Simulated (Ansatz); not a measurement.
**Nb3CdB: one candidate of a structure search, part 1 of 2**

The task: take a trial cell of Nb3CdB to zero force and stress.

Program: Ansatz 0.2.0. Level of theory: DFT PBE, scalar-relativistic, plane waves, PAW. These are calculated values, not measurements.

## Step 1: The starting structure

It takes space group Pm-3m (No. 221, cubic). Conventional cell: a = 4.410 Å, b = 4.410 Å, c = 4.410 Å, α = 90.00°, β = 90.00°, γ = 90.00°. Around Nb (site symmetry 4/mmm) lie 2 Cd at 2.20 Å and 8 Nb at 3.12 Å and 4 B at 3.12 Å. Around Cd (site symmetry m-3m) lie 6 Nb at 2.20 Å. B (site symmetry m-3m) has 12 Nb at 3.12 Å as nearest neighbours.

As a file:

```
Nb Cd B
1.0
     4.40968    0.00000    0.00000
     0.00000    4.40968    0.00000
     0.00000    0.00000    4.40968
Nb Cd B
3 1 1
Direct
  0.00000 0.50000 0.50000
  0.50000 0.00000 0.50000
  0.50000 0.50000 0.00000
  0.50000 0.50000 0.50000
  0.00000 0.00000 0.00000
```

Recipe of the guess: random cell by space group and Wyckoff sites (Pm-3m, No. 221). Its size is a rough estimate.

## Step 2: Probe: one point on a coarse mesh

File input.yaml:

```yaml
crystal:
  lattice:
    - [4.40967997, 0.0, 0.0]
    - [0.0, 4.40967997, 0.0]
    - [0.0, 0.0, 4.40967997]
  atoms:
    - { symbol: Nb, position: [0.0, 0.5, 0.5] }
    - { symbol: Nb, position: [0.5, 0.0, 0.5] }
    - { symbol: Nb, position: [0.5, 0.5, 0.0] }
    - { symbol: Cd, position: [0.5, 0.5, 0.5] }
    - { symbol: B, position: [0.0, 0.0, 0.0] }
basis:
  ecutwfc: 420
kpoints:
  mp_grid: { grid: [4, 4, 4] }
hamiltonian:
  xc: pbe
scf:
  occupations: { method: gaussian, width: 0.1 }
  lower_state_search: "off"
output:
  forces: true
  stress: true
  eigenvalues: true
```

Started as:

```console
$ ansatz run input.yaml --threads 1 --pin off --max-ram 2560MiB --backend cpu --events-out ev --progress --plain --runs-dir out
```

The program printed, cut to the lines that bear on the results:

```text
[...]
SCF converged after 8 iterations
Free energy (F): -22049.027500 eV
[...]
E sigma→0 (E₀):  -22049.019992 eV
Entropy (-TS):   -0.015016 eV (-3.003 meV/atom)
Fermi energy:    15.683250 eV
[...]
--- Forces (eV/Å), atoms counted from 1 ---
  atom   1  Nb     0.00000000     0.00000000     0.00000000
  atom   2  Nb     0.00000000    -0.00000000     0.00000000
  atom   3  Nb     0.00000000     0.00000000    -0.00000000
  atom   4  Cd     0.00000000     0.00000000    -0.00000000
  atom   5  B     -0.00000000     0.00000000     0.00000000
[...]
--- Stress (GPa, compression-positive) ---
       58.417075       0.000000       0.000000
        0.000000      58.417075       0.000000
        0.000000       0.000000      58.417075
  P = ⅓ Tr σ = 58.4171 GPa (584.171 kbar)
--- Band table (eV; the first three rows and the last of 10) ---
[...]
```

Wall time 2.1 s (1 thread of Arm Neoverse V1, shared host); peak memory 0.34 GiB.

The probe gives pressure 58.4 GPa, largest force 0.00 eV/Å, gap on this mesh none (metal). A guess like this is first relaxed loosely on the coarse mesh.

## Step 3: Coarse relaxation

Edit input.yaml of step 2 so:

```diff
@@ -24 +24,6 @@
   eigenvalues: true
+relax:
+  adjacent_minimum: "off"
+  f_tol: 0.04
+  max_steps: 70
+  cell: { stress_tol: 0.4 }
```

Started as:

```console
$ ansatz run input.yaml --threads 1 --pin off --max-ram 2560MiB --backend cpu --events-out ev --progress --plain --runs-dir out
```

The program printed:

```text
Warning: RAYON_NUM_THREADS=1 ignored (pool sized by the plan → 1); use --threads N
Engine: ansatz 0.2.0, aarch64-unknown-linux-gnu
Pseudopotentials: kind: paw
Pseudopotential: Nb, paw, valence charge 13, recommended cutoff 420 eV (normal), Nb.paw.azcp
Pseudopotential: Cd, paw, valence charge 20, recommended cutoff 420 eV (normal), Cd.paw.azcp
Pseudopotential: B, paw, valence charge 3, recommended cutoff 420 eV (normal), B.paw.azcp
Functional definition: PBE
  parameter kappa = 0.804
  parameter beta = 0.06672455060314922
  exchange = pbe_x(kappa = kappa, mu = beta*pi^2/3)
  correlation = pbe_c(beta = beta)
Crystal: 5 atoms, lattice volume = 85.747 Å³
Basis set: ecut = 420 eV, 1743 PW (Γ), exchange–correlation on 60×60×60 points (8 copies of the dense FFT grid, shifted against one another)
Bands: 38, of which v1, the nominal top of the filled ones, is band 31 counted from 1 (30 counted from 0)
Symmetry: 48 space group operations
Space group: Pm-3m (ITA 221), of the structure as read, at distance tolerance 4.4e-5 Å
k-points: 10 of 64
Non-local potential: Nb, projectors of the file, l = 0: 3, l = 1: 2, l = 2: 2, l = 3: 1
Non-local potential: Cd, projectors of the file, l = 0: 3, l = 1: 2, l = 2: 2, l = 3: 1
Non-local potential: B, projectors of the file, l = 0: 2, l = 1: 2, l = 2: 1
PAW form: soft (Blöchl's): semilocal exchange-correlation on the pseudo side does not see the compensation charge
PAW one-centre angular grid: Nb, 590 points (default); XC on 64 Gauss nodes
PAW one-centre angular grid: Cd, 590 points (default); XC on 64 Gauss nodes
PAW one-centre angular grid: B, 110 points (default); XC on 64 Gauss nodes
Initial density: superposition of atomic densities (neutral atoms: chi_scale 0, normalization atom), corrected by the library's trained network
Initial wavefunctions: pseudopotential atomic-orbital guess
Functional: x = pbe(κ = 0.804, μ = 0.2195149727645171), c = pbe(β = 0.06672455060314922)
SCF iter   1: F=—  HF=-22049.089025 eV  |F-HF|=—  |Δ(HF+E_count)|=         —  Δρ=1.35e-2  dr2=3.46e-1  ethr=1.77e-3  ⟨swp⟩=5.0  Hψ=1334  notcnv=0
preconditioner: auto → Resta (q_TF=auto, 2.585 Å⁻¹)  ε∞=9.9  [insulator: Δε(μ)=0.096 eV  Ē_g=7.379 eV  σ=0.100 eV  W_gap=0.50  n_scr=26 (ndim 8)  ℏωp=22.0 eV  f_vac=0.000  D(μ)=2.61/eV (n_scr^D=18)  ε∞_Penn≈9.9]
SCF iter   2: F=—  HF=-22049.035084 eV  |F-HF|=—  |Δ(HF+E_count)|=   5.39e-2  Δρ=6.05e-3  dr2=5.21e-2  ethr=5.58e-4  ⟨swp⟩=1.7  Hψ=478  notcnv=0  defer=3
preconditioner: auto → Kerker (q_TF=auto, 2.585 Å⁻¹)  [metal: Δε(μ)=0.091 eV  Ē_g=7.337 eV  σ=0.100 eV  W_gap=0.48  n_scr=26 (ndim 8)  ℏωp=22.0 eV  f_vac=0.000  D(μ)=2.90/eV (n_scr^D=26)]
SCF iter   3: F=—  HF=-22049.028057 eV  |F-HF|=—  |Δ(HF+E_count)|=   7.03e-3  Δρ=2.15e-3  dr2=4.15e-3  ethr=8.40e-5  ⟨swp⟩=2.0  Hψ=447  notcnv=0  defer=3
SCF iter   4: F=—  HF=-22049.027448 eV  |F-HF|=—  |Δ(HF+E_count)|=   6.09e-4  Δρ=6.50e-4  dr2=8.87e-4  ethr=6.69e-6  ⟨swp⟩=2.1  Hψ=475  notcnv=0  defer=3
SCF iter   5: F=—  HF=-22049.027310 eV  |F-HF|=—  |Δ(HF+E_count)|=   1.38e-4  Δρ=2.01e-4  dr2=4.02e-5  ethr=1.43e-6  ⟨swp⟩=2.0  Hψ=441  notcnv=0  defer=3
SCF iter   6: F=—  HF=-22049.027501 eV  |F-HF|=—  |Δ(HF+E_count)|=   1.91e-4  Δρ=8.17e-5  dr2=1.08e-5  ethr=6.48e-8  ⟨swp⟩=2.6  Hψ=629  notcnv=0  defer=8
SCF iter   7: F=—  HF=-22049.027500 eV  |F-HF|=—  |Δ(HF+E_count)|=   1.23e-6  Δρ=1.63e-5  dr2=1.88e-7  ethr=1.74e-8  ⟨swp⟩=2.0  Hψ=438  notcnv=0  defer=8
SCF iter   8: F=-22049.027500 eV  HF=-22049.027500 eV  |F-HF|=9.79e-10  |Δ(HF+E_count)|=   1.69e-8  Δρ=3.08e-6  dr2=7.25e-9  ethr=1.61e-10  ⟨swp⟩=7.8  Hψ=1359  notcnv=0
SCF 1 converged in 8 iterations: F = -22049.027500 eV  dr2 = 7.25e-9
relax step   1: F+E_penalty+E_count = -22049.02750028 eV  Δ(F+E_penalty+E_count) = +0.000e0 eV  max|allowed force component| = 4.734e-29 eV/Å  Δτ_max = 0.0000 Å  P = +58.417 GPa  Ω = 85.747 Å³  (8 SCF iters, dr2 threshold 1.00e-7 eV, accepted)
Crystal: 5 atoms, lattice volume = 98.909 Å³
Basis set: ecut = 420 eV, 1935 PW (Γ), exchange–correlation on 60×60×60 points (8 copies of the dense FFT grid, shifted against one another)
Initial density: handed on by an earlier stage of this run
Initial wavefunctions: those handed on with the density
iter 1 solved again at ethr=1.11e-4 eV; its pass at ethr=3.10e-3 eV (dr2=6.87e-2 eV) is discarded
SCF iter   1: F=—  HF=-22052.263539 eV  |F-HF|=—  |Δ(HF+E_count)|=         —  Δρ=7.93e-3  dr2=6.91e-2  ethr=1.11e-4  ⟨swp⟩=1.1  Hψ=1834  notcnv=0
preconditioner: auto → Kerker (q_TF=auto, 2.524 Å⁻¹)  [metal: Δε(μ)=0.073 eV  Ē_g=6.696 eV  σ=0.100 eV  W_gap=0.39  n_scr=26 (ndim 8)  ℏωp=20.5 eV  f_vac=0.000  D(μ)=2.68/eV (n_scr^D=18)]
SCF iter   2: F=—  HF=-22052.254402 eV  |F-HF|=—  |Δ(HF+E_count)|=   9.14e-3  Δρ=4.49e-3  dr2=1.77e-2  ethr=1.11e-4  ⟨swp⟩=2.0  Hψ=430  notcnv=0
SCF iter   3: F=—  HF=-22052.252918 eV  |F-HF|=—  |Δ(HF+E_count)|=   1.48e-3  Δρ=9.31e-4  dr2=8.61e-4  ethr=2.86e-5  ⟨swp⟩=2.0  Hψ=521  notcnv=0
SCF iter   4: F=—  HF=-22052.252959 eV  |F-HF|=—  |Δ(HF+E_count)|=   4.15e-5  Δρ=2.81e-4  dr2=6.30e-5  ethr=1.39e-6  ⟨swp⟩=2.2  Hψ=540  notcnv=0
SCF iter   5: F=—  HF=-22052.253222 eV  |F-HF|=—  |Δ(HF+E_count)|=   2.62e-4  Δρ=4.41e-5  dr2=1.09e-6  ethr=1.02e-7  ⟨swp⟩=2.0  Hψ=529  notcnv=0
SCF iter   6: F=-22052.253222 eV  HF=-22052.253222 eV  |F-HF|=5.03e-9  |Δ(HF+E_count)|=   5.57e-7  Δρ=6.36e-6  dr2=4.37e-8  ethr=8.06e-10  ⟨swp⟩=5.8  Hψ=1429  notcnv=0
SCF 2 converged in 6 iterations: F = -22052.253222 eV  dr2 = 4.37e-8
relax step   2: F+E_penalty+E_count = -22052.25322215 eV  Δ(F+E_penalty+E_count) = -3.226e0 eV  max|allowed force component| = 3.813e-29 eV/Å  Δτ_max = 0.0000 Å  P = +23.959 GPa  Ω = 98.909 Å³  energy of the carried Pulay correction = -5.586e-3 eV  (6 SCF iters, dr2 threshold 5.00e-7 eV, accepted)
Crystal: 5 atoms, lattice volume = 110.683 Å³
Basis set: ecut = 420 eV, 2109 PW (Γ), exchange–correlation on 60×60×60 points (8 copies of the dense FFT grid, shifted against one another)
iter 1 solved again at ethr=5.53e-5 eV; its pass at ethr=3.10e-3 eV (dr2=3.43e-2 eV) is discarded
SCF iter   1: F=—  HF=-22053.336229 eV  |F-HF|=—  |Δ(HF+E_count)|=         —  Δρ=5.71e-3  dr2=3.96e-2  ethr=5.53e-5  ⟨swp⟩=1.7  Hψ=1781  notcnv=0
preconditioner: auto → Kerker (q_TF=auto, 2.477 Å⁻¹)  [metal: Δε(μ)=0.052 eV  Ē_g=6.107 eV  σ=0.100 eV  W_gap=0.29  n_scr=26 (ndim 8)  ℏωp=19.3 eV  f_vac=0.000  D(μ)=2.83/eV (n_scr^D=18)]
SCF iter   2: F=—  HF=-22053.330884 eV  |F-HF|=—  |Δ(HF+E_count)|=   5.35e-3  Δρ=3.26e-3  dr2=1.07e-2  ethr=5.53e-5  ⟨swp⟩=2.1  Hψ=448  notcnv=0
SCF iter   3: F=—  HF=-22053.330108 eV  |F-HF|=—  |Δ(HF+E_count)|=   7.76e-4  Δρ=7.51e-4  dr2=6.60e-4  ethr=1.73e-5  ⟨swp⟩=2.0  Hψ=462  notcnv=0
SCF iter   4: F=—  HF=-22053.330167 eV  |F-HF|=—  |Δ(HF+E_count)|=   5.92e-5  Δρ=1.97e-4  dr2=4.57e-5  ethr=1.06e-6  ⟨swp⟩=2.0  Hψ=519  notcnv=0
SCF iter   5: F=—  HF=-22053.330411 eV  |F-HF|=—  |Δ(HF+E_count)|=   2.44e-4  Δρ=4.05e-5  dr2=1.23e-6  ethr=7.37e-8  ⟨swp⟩=2.0  Hψ=532  notcnv=0
SCF iter   6: F=-22053.330412 eV  HF=-22053.330412 eV  |F-HF|=1.84e-7  |Δ(HF+E_count)|=   2.19e-7  Δρ=9.41e-6  dr2=2.63e-7  ethr=8.06e-10  ⟨swp⟩=5.7  Hψ=1520  notcnv=0
SCF 3 converged in 6 iterations: F = -22053.330412 eV  dr2 = 2.63e-7
relax step   3: F+E_penalty+E_count = -22053.33041152 eV  Δ(F+E_penalty+E_count) = -1.077e0 eV  max|allowed force component| = 3.075e-29 eV/Å  Δτ_max = 0.0000 Å  P = +6.986 GPa  Ω = 110.683 Å³  energy of the carried Pulay correction = -9.954e-3 eV  (6 SCF iters, dr2 threshold 5.00e-7 eV, accepted)
[... 12 lines left out ...]
relax step   4: F+E_penalty+E_count = -22053.47460466 eV  Δ(F+E_penalty+E_count) = -1.442e-1 eV  max|allowed force component| = 1.691e-29 eV/Å  Δτ_max = 0.0000 Å  P = +1.460 GPa  Ω = 116.378 Å³  energy of the carried Pulay correction = -1.189e-2 eV  (6 SCF iters, dr2 threshold 5.00e-7 eV, accepted)
[... 12 lines left out ...]
relax step   5: F+E_penalty+E_count = -22053.48194419 eV  Δ(F+E_penalty+E_count) = -7.340e-3 eV  max|allowed force component| = 2.833e-29 eV/Å  Δτ_max = 0.0000 Å  P = -0.036 GPa  Ω = 118.187 Å³  energy of the carried Pulay correction = -1.248e-2 eV  (6 SCF iters, dr2 threshold 5.00e-7 eV, accepted)
[... 11 lines left out ...]
relax step   6: F+E_penalty+E_count = -22053.51626605 eV  Δ(F+E_penalty+E_count) = -3.432e-2 eV  max|allowed force component| = 2.350e-29 eV/Å  Δτ_max = 0.0000 Å  P = +0.429 GPa  Ω = 118.187 Å³  stress off target by 4.29e-1 GPa  SCF on the basis re-selected at this cell (its energy is not comparable with the rows above)  (6 SCF iters)
[... 14 lines left out ...]
relax step   7: F+E_penalty+E_count = -22053.51690571 eV  Δ(F+E_penalty+E_count) = -6.397e-4 eV  max|allowed force component| = 8.967e-30 eV/Å  Δτ_max = 0.0000 Å  P = +0.033 GPa  Ω = 118.728 Å³  energy of the carried Pulay correction = -1.362e-4 eV  (6 SCF iters, dr2 threshold 4.61e-7 eV, accepted)
iter 1 solved again at ethr=6.45e-7 eV; its pass at ethr=3.10e-3 eV (dr2=4.00e-4 eV) is discarded
SCF iter   1: F=—  HF=-22053.517049 eV  |F-HF|=—  |Δ(HF+E_count)|=         —  Δρ=1.72e-5  dr2=2.12e-8  ethr=6.45e-7  ⟨swp⟩=3.0  Hψ=2246  notcnv=0
eigensolver tolerance schedule: the retry pair's looser diagonalisation over-reported the residual by 18892.49 of it (diagonalisation noise at an unbounded share of the residual, at the tolerance the schedule requests for it); recorded, not acted on — ethr = c·dr2/N_el stays at c = 1.0e-1
preconditioner: auto → Kerker (q_TF=auto, 2.448 Å⁻¹)  [metal: Δε(μ)=0.036 eV  Ē_g=5.714 eV  σ=0.100 eV  W_gap=0.20  n_scr=26 (ndim 8)  ℏωp=18.7 eV  f_vac=0.000  D(μ)=3.02/eV (n_scr^D=18)]
SCF iter   2: F=—  HF=-22053.517058 eV  |F-HF|=—  |Δ(HF+E_count)|=   8.68e-6  Δρ=8.70e-6  dr2=6.49e-9  ethr=3.42e-11  ⟨swp⟩=2.7  Hψ=749  notcnv=0
iter 3 did not close the SCF: its close was put off for the readings that it lacked (scf_convergence_deferred on its scf_iter line)
SCF iter   3: F=-22053.517058 eV  HF=-22053.517058 eV  |F-HF|=6.82e-9  |Δ(HF+E_count)|=   3.87e-7  Δρ=1.31e-6  dr2=3.52e-10  ethr=1.05e-11  ⟨swp⟩=2.5  Hψ=628  notcnv=0
iter 4 did not close the SCF: its close was put off for the readings that it lacked (scf_convergence_deferred on its scf_iter line)
SCF iter   4: F=-22053.517058 eV  HF=-22053.517058 eV  |F-HF|=7.28e-12  |Δ(HF+E_count)|=   6.93e-9  Δρ=1.37e-7  dr2=3.47e-11  ethr=1.00e-12  ⟨swp⟩=2.4  Hψ=490  notcnv=0
iter 5 did not close the SCF: its close was put off for the readings that it lacked (scf_convergence_deferred on its scf_iter line)
SCF iter   5: F=-22053.517058 eV  HF=-22053.517058 eV  |F-HF|=7.28e-12  |Δ(HF+E_count)|=  7.28e-12  Δρ=4.48e-8  dr2=2.97e-12  ethr=1.00e-12  ⟨swp⟩=1.0  Hψ=380  notcnv=0
iter 6 did not close the SCF: its close was put off for the readings that it lacked (scf_convergence_deferred on its scf_iter line)
SCF iter   6: F=-22053.517058 eV  HF=-22053.517058 eV  |F-HF|=0.00e0  |Δ(HF+E_count)|=  7.28e-12  Δρ=1.45e-8  dr2=5.61e-13  ethr=1.00e-12  ⟨swp⟩=1.0  Hψ=380  notcnv=0
SCF iter   7: F=-22053.517058 eV  HF=-22053.517058 eV  |F-HF|=0.00e0  |Δ(HF+E_count)|=    0.00e0  Δρ=3.83e-9  dr2=1.44e-14  ethr=1.00e-12  ⟨swp⟩=1.0  Hψ=800  notcnv=0
SCF 8 converged in 7 iterations: F = -22053.517058 eV  dr2 = 1.44e-14
relax step   8: F+E_penalty+E_count = -22053.51705822 eV  Δ(F+E_penalty+E_count) = -1.525e-4 eV  max|allowed force component| = 1.165e-29 eV/Å  Δτ_max = 0.0000 Å  P = +0.032 GPa  Ω = 118.728 Å³  stress off target by 3.16e-2 GPa  SCF on the basis re-selected at this cell (its energy is not comparable with the rows above)  (7 SCF iters)
basis re-selected at this cell: Δ(F+E_penalty+E_count) = -1.525e-4 eV, ΔP = -0.001 GPa vs the last step (what re-selecting the basis moved, of the pressure what is left beyond the Pulay correction that the steps carried, after the strain that the cell walked since its last selection, with what the two solves' SCF thresholds leave and, on support functions, any second-order correction that the steps lacked; it is no measure of the basis error at this ecutwfc). This SCF's stress stands 3.16e-2 GPa from its target on what of the cell is left free (relax.cell.stress_tol is 4.00e-1 GPa) and its largest allowed force component is 1.16e-29 eV/Å (relax.f_tol is 4.00e-2 eV/Å): within both
SCF converged after 7 iterations
Free energy (F): -22053.517058 eV
Harris-Foulkes:  -22053.517058 eV  (|F-HF|=0.00e0)
Internal energy: -22053.501958 eV  (E = F + TS)
E sigma→0 (E₀):  -22053.509508 eV
Entropy (-TS):   -0.015100 eV (-3.020 meV/atom)
Fermi energy:    10.392578 eV
--- Per-component energies (eV) ---
  E_band       = -991.348042
  E_kinetic    = 1709.888866
  E_local      = -8305.287119  (includes V_loc(G=0)·N_el)
  E_nonlocal   = 406.397159
  E_hartree    = 3468.499794
  E_xc         = -723.374082
  E_vxc        = -882.730397  (∫ρ·V_xc dr)
  E_paw        = -13377.282742  (= ΣΔE_a)
  E_vpaw       = -856.616170  (= ΣTr[D̂ρ^β])
  E_aug_tail   = 0.000032  (compensation charges beyond the density's cutoff)
  E_ewald      = -5232.343865
  E_smearing   = -0.015100  (= −TS)
  E_closure    = -0.000000  (closes the sum)
  Σ components = -22053.517058   (vs F -22053.517058, Δ=0.00e0)
--- Forces (eV/Å), atoms counted from 1 ---
  atom   1  Nb    -0.00000000     0.00000000     0.00000000
  atom   2  Nb    -0.00000000     0.00000000    -0.00000000
  atom   3  Nb    -0.00000000     0.00000000    -0.00000000
  atom   4  Cd     0.00000000    -0.00000000    -0.00000000
  atom   5  B      0.00000000    -0.00000000    -0.00000000
  max |Σ_I F_I| component: 1.74e-29 eV/Å
--- Stress (GPa, compression-positive) ---
        0.031584      -0.000000       0.000000
       -0.000000       0.031584      -0.000000
        0.000000      -0.000000       0.031584
  P = ⅓ Tr σ = 0.0316 GPa (0.316 kbar)
--- Band table (eV; the first three rows and the last of 10) ---
  k-point 0: bands = ["-93.3245", "-54.3927", "-54.3927", "-54.3927", "-45.0322", "-45.0058", "-45.0058", "-21.1915", "-21.1915", "-21.1915", "-21.0126", "-21.0126", "-21.0126", "-20.9868", "-20.9868", "-20.9868", "-0.1162", "-0.1162", "0.3637", "0.3637", "0.3637", "3.1946", "5.1892", "9.1429", "9.1429", "9.5854", "9.5854", "9.5854", "10.3590", "10.3590", "10.3590", "10.8091", "11.3994", "11.3994", "11.3994", "12.7080", "12.7503", "12.7503"]
  k-point 1: bands = ["-93.3245", "-54.3936", "-54.3927", "-54.3927", "-45.0279", "-45.0065", "-45.0058", "-21.1969", "-21.1807", "-21.1807", "-21.0181", "-21.0181", "-21.0145", "-21.0134", "-20.9935", "-20.9935", "-0.1145", "0.1058", "0.3664", "0.4333", "0.4333", "3.6534", "5.3005", "8.4583", "9.4446", "9.4446", "9.5128", "9.6924", "9.8328", "9.8328", "10.0647", "10.5591", "11.1909", "11.5473", "11.5473", "11.7359", "12.2320", "12.5799"]
  k-point 2: bands = ["-93.3245", "-54.3945", "-54.3927", "-54.3927", "-45.0233", "-45.0075", "-45.0057", "-21.2038", "-21.1681", "-21.1681", "-21.0406", "-21.0278", "-21.0278", "-21.0142", "-20.9977", "-20.9977", "-0.1127", "0.3164", "0.3691", "0.5053", "0.5053", "4.6019", "5.0691", "8.1032", "8.7547", "9.3057", "9.3057", "9.4577", "9.4577", "9.8330", "10.1116", "10.6839", "10.9532", "11.1799", "11.3343", "11.3343", "11.5087", "12.7521"]
  k-point 9: bands = ["-93.3245", "-54.3945", "-54.3945", "-54.3945", "-45.0075", "-45.0075", "-45.0075", "-21.3492", "-21.1295", "-21.1295", "-21.1041", "-21.1041", "-21.1041", "-20.9535", "-20.9535", "-20.9535", "0.6442", "0.6442", "0.6442", "0.6874", "0.6874", "5.3660", "7.0309", "7.0309", "7.0309", "7.3956", "9.8493", "9.8493", "9.8493", "10.0842", "10.0842", "10.0842", "10.4967", "10.4967", "10.4967", "11.0004", "11.8083", "11.8083"]
--- Relaxed structure (6 steps of the walk, 6 accepted, 2 SCFs on fresh bases) ---
  F+E_penalty+E_count = -22053.51705822 eV   max|allowed force component| = 1.165e-29 eV/Å   (the final SCF, on the basis selected at the relaxed cell)
  cell:  # Å, volume = 118.7276 Å³
    - [4.914929456844756, -9.140142527737756e-33, -4.975319023000359e-34]
    - [-9.140142527737756e-33, 4.914929456844756, 0.0]
    - [5.296307347064899e-34, 0.0, 4.914929456844756]
  atoms:
    - { symbol: Nb, position: [-2.652918093728246e-36, 0.5, 0.5] }
    - { symbol: Nb, position: [0.5, 6.312409611030908e-37, 0.5] }
    - { symbol: Nb, position: [0.5, 0.5, -2.2463079249500672e-37] }
    - { symbol: Cd, position: [0.5, 0.5, 0.5] }
    - { symbol: B, position: [3.545754408499144e-36, -1.4728955757176176e-36, 1.1658053787111847e-37] }
```

Run time: 20 s. Hardware: 1 thread of Arm Neoverse V1, shared host; peak memory 0.39 GiB.

Relaxation path:

```
step  E - E(step 1) (eV/cell)  largest force component (eV/Å)  pressure (GPa)  volume (Å³)
   1                   0.0000                          0.0000           58.42        85.75
   2                  -3.2257                          0.0000           23.96        98.91
   3                  -4.3029                          0.0000            6.99       110.68
   4                  -4.4471                          0.0000            1.46       116.38
   5                  -4.4544                          0.0000           -0.04       118.19
   6                  -4.4888                          0.0000            0.43       118.19
   7                  -4.4894                          0.0000            0.03       118.73
   8                  -4.4896                          0.0000            0.03       118.73
```

Step 1 is the start. Steps 6, 8 each repeat the geometry before them on a plane-wave basis chosen anew, so the energy can jump there without any move.

|  | before | after | change |
| --- | --- | --- | --- |
| a (Å) | 4.410 | 4.915 | +11.5 % |
| b (Å) | 4.410 | 4.915 | +11.5 % |
| c (Å) | 4.410 | 4.915 | +11.5 % |
| volume (Å³/atom) | 17.15 | 23.75 | +38.5 % |
| shortest distance (Å) | 2.205 | 2.457 | +11.5 % |
| space group (0.01 Å) | Pm-3m | Pm-3m | same |

The run keeps the 48 symmetry operations of the start, so it could not have lowered the symmetry.

(Continued in part 2 of 2.)
